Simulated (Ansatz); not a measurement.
# Molecular dynamics of NaCl

input.yaml

```yaml
accuracy: low
crystal:
  lattice:
    - [7.957355, 0.0, 0.0]
    - [0.0, 5.6267, 0.0]
    - [0.0, 0.0, 22.946694]
  atoms:
    - { symbol: Na, position: [0.0, 0.0, 0.04357927] }
    - { symbol: Cl, position: [0.27222894, 0.01796623, 0.13114437] }
    - { symbol: Na, position: [0.74787068, 0.50705029, 0.11582253] }
    - { symbol: Cl, position: [0.5, 0.5, 0.04357927] }
    - { symbol: Na, position: [0.27478838, 0.52652508, 0.12754169] }
    - { symbol: Cl, position: [0.0, 0.5, 0.04357927] }
    - { symbol: Na, position: [0.5, 0.0, 0.04357927] }
    - { symbol: Cl, position: [0.74192422, -0.04274266, 0.11797971] }
    - { symbol: Na, position: [0.49161922, 0.0405819, 0.22342358] }
    - { symbol: Cl, position: [0.7476599, -0.03671373, 0.29773574] }
    - { symbol: Na, position: [0.28755645, 0.50999276, 0.30349931] }
    - { symbol: Cl, position: [0.02715721, 0.51187127, 0.22314343] }
    - { symbol: Na, position: [0.78397217, 0.52574041, 0.29960482] }
    - { symbol: Cl, position: [0.48996162, 0.56243663, 0.21906045] }
    - { symbol: Na, position: [-0.00758502, -0.00487274, 0.22068524] }
    - { symbol: Cl, position: [0.25348054, 0.01203124, 0.30946175] }
    - { symbol: Na, position: [0.08738202, -0.03523255, 0.41357744] }
    - { symbol: Cl, position: [0.30830574, -0.03060392, 0.51035298] }
    - { symbol: Na, position: [0.79433394, 0.48415395, 0.49124692] }
    - { symbol: Cl, position: [0.58289414, 0.5186901, 0.39493686] }
    - { symbol: Na, position: [0.2848321, 0.52260483, 0.49398096] }
    - { symbol: Cl, position: [0.02763341, 0.43461948, 0.40220227] }
    - { symbol: Na, position: [0.54140449, 0.03403716, 0.40688044] }
    - { symbol: Cl, position: [0.78990433, -0.01809664, 0.50760002] }
basis:
  ecutwfc: 420.0
kpoints:
  mp_grid: { grid: [1, 2, 1] }
hamiltonian:
  xc: pbe
scf:
  occupations: { method: fermi_dirac, width: 0.05 }
  lower_state_search: "off"
md:
  timestep: 2
  n_steps: 170
  ensemble: nvt_langevin
  temperature: 1050.0
  initial_velocities: maxwell_boltzmann
  seed: 208756
  friction: 0.01
  constraints: [{ sites: [0, 3, 5, 6] }]
```

Command:

```bash
$ ansatz run input.yaml --threads 2 --pin off --max-ram 5120MiB --backend cpu --events-out ev --progress --plain --runs-dir out
```

It goes on from the last frame of an earlier run, with new velocities.

Output, in part (step lines):

```
md step     0: t =     0.00 fs  T =  1050.0 K  F+E_penalty+E_count = -30830.77005327 eV  E_kin = 2.714460 eV  (7 SCF iters)
md step     1: t =     2.00 fs  T =  1072.8 K  F+E_penalty+E_count = -30830.77744437 eV  E_kin = 2.773525 eV  (6 SCF iters)
md step     2: t =     4.00 fs  T =  1091.3 K  F+E_penalty+E_count = -30830.77850893 eV  E_kin = 2.821299 eV  (6 SCF iters)
md step     3: t =     6.00 fs  T =  1136.1 K  F+E_penalty+E_count = -30830.77425837 eV  E_kin = 2.937146 eV  (6 SCF iters)
md step     4: t =     8.00 fs  T =  1049.8 K  F+E_penalty+E_count = -30830.76585798 eV  E_kin = 2.714008 eV  (6 SCF iters)
md step     5: t =    10.00 fs  T =  1140.8 K  F+E_penalty+E_count = -30830.75257693 eV  E_kin = 2.949278 eV  (5 SCF iters)
md step     6: t =    12.00 fs  T =  1086.4 K  F+E_penalty+E_count = -30830.73256671 eV  E_kin = 2.808651 eV  (5 SCF iters)
md step     7: t =    14.00 fs  T =  1057.4 K  F+E_penalty+E_count = -30830.70495182 eV  E_kin = 2.733591 eV  (4 SCF iters)
[... lines left out ...]
md step   170: t =   340.00 fs  T =   598.8 K  F+E_penalty+E_count = -30828.80361191 eV  E_kin = 1.548063 eV  (6 SCF iters)
```

The steps, from the saved trajectory:

```json
{"time (fs)": "0.0", "T (K)": "1050", "potential energy less start (eV)": "0.000"}
{"time (fs)": "10.0", "T (K)": "1141", "potential energy less start (eV)": "0.017"}
{"time (fs)": "20.0", "T (K)": "1023", "potential energy less start (eV)": "0.224"}
{"time (fs)": "30.0", "T (K)": "961", "potential energy less start (eV)": "0.665"}
{"time (fs)": "40.0", "T (K)": "876", "potential energy less start (eV)": "1.166"}
{"time (fs)": "50.0", "T (K)": "750", "potential energy less start (eV)": "1.290"}
{"time (fs)": "60.0", "T (K)": "887", "potential energy less start (eV)": "1.076"}
{"time (fs)": "70.0", "T (K)": "971", "potential energy less start (eV)": "0.905"}
{"time (fs)": "80.0", "T (K)": "852", "potential energy less start (eV)": "0.791"}
{"time (fs)": "90.0", "T (K)": "968", "potential energy less start (eV)": "0.664"}
{"time (fs)": "100.0", "T (K)": "1144", "potential energy less start (eV)": "0.617"}
{"time (fs)": "110.0", "T (K)": "1155", "potential energy less start (eV)": "0.611"}
{"time (fs)": "120.0", "T (K)": "889", "potential energy less start (eV)": "0.793"}
{"time (fs)": "130.0", "T (K)": "849", "potential energy less start (eV)": "0.969"}
{"time (fs)": "140.0", "T (K)": "865", "potential energy less start (eV)": "1.097"}
{"time (fs)": "150.0", "T (K)": "887", "potential energy less start (eV)": "1.088"}
{"time (fs)": "160.0", "T (K)": "900", "potential energy less start (eV)": "0.975"}
{"time (fs)": "170.0", "T (K)": "966", "potential energy less start (eV)": "1.013"}
{"time (fs)": "180.0", "T (K)": "948", "potential energy less start (eV)": "1.192"}
{"time (fs)": "190.0", "T (K)": "870", "potential energy less start (eV)": "1.292"}
{"time (fs)": "200.0", "T (K)": "870", "potential energy less start (eV)": "1.328"}
{"time (fs)": "210.0", "T (K)": "949", "potential energy less start (eV)": "1.275"}
{"time (fs)": "220.0", "T (K)": "969", "potential energy less start (eV)": "1.133"}
{"time (fs)": "230.0", "T (K)": "941", "potential energy less start (eV)": "0.974"}
{"time (fs)": "240.0", "T (K)": "869", "potential energy less start (eV)": "0.952"}
{"time (fs)": "250.0", "T (K)": "875", "potential energy less start (eV)": "0.891"}
{"time (fs)": "260.0", "T (K)": "907", "potential energy less start (eV)": "0.810"}
{"time (fs)": "270.0", "T (K)": "1035", "potential energy less start (eV)": "0.583"}
{"time (fs)": "280.0", "T (K)": "1173", "potential energy less start (eV)": "0.314"}
{"time (fs)": "290.0", "T (K)": "1160", "potential energy less start (eV)": "0.222"}
{"time (fs)": "300.0", "T (K)": "1265", "potential energy less start (eV)": "0.399"}
{"time (fs)": "310.0", "T (K)": "1064", "potential energy less start (eV)": "0.846"}
{"time (fs)": "320.0", "T (K)": "972", "potential energy less start (eV)": "1.363"}
{"time (fs)": "330.0", "T (K)": "713", "potential energy less start (eV)": "1.831"}
{"time (fs)": "340.0", "T (K)": "599", "potential energy less start (eV)": "1.966"}
```

The run went to its last step. A run of 0.34 ps of so small a system gives no equilibrium averages. Limits of this set-up: coarse k mesh, slab without dipole correction, low accuracy level.

Mean squared displacements from the first frame to the last: Na 0.54 Å², Cl 0.60 Å².

Last frame:

```xyz
24
Lattice="7.9574 0.0000 0.0000 0.0000 5.6267 0.0000 0.0000 0.0000 22.9467" Properties=species:S:1:pos:R:3
Na 0.000 0.000 1.000
Cl 1.828 -0.395 2.923
Na 6.335 2.729 2.965
Cl 3.979 2.813 1.000
Na 2.241 2.850 2.898
Cl 0.000 2.813 1.000
Na 3.979 0.000 1.000
Cl 5.937 -0.488 2.713
Na 4.262 0.095 5.424
Cl 6.154 0.520 7.074
Na 2.251 3.236 7.190
Cl -0.092 2.593 4.901
Na 5.826 3.568 6.646
Cl 3.975 2.979 4.985
Na 0.674 0.162 5.092
Cl 3.055 0.842 7.516
Na 0.424 1.243 9.453
Cl 2.317 0.344 11.891
Na 6.165 3.910 11.114
Cl 4.405 3.500 9.529
Na 2.367 3.541 11.196
Cl 0.463 3.575 9.277
Na 4.234 0.733 9.881
Cl 6.477 1.208 11.460
```

Time of the run: 17 min on 2 threads of Arm Neoverse V2, with other jobs on the host, peak memory 1.5 GiB.
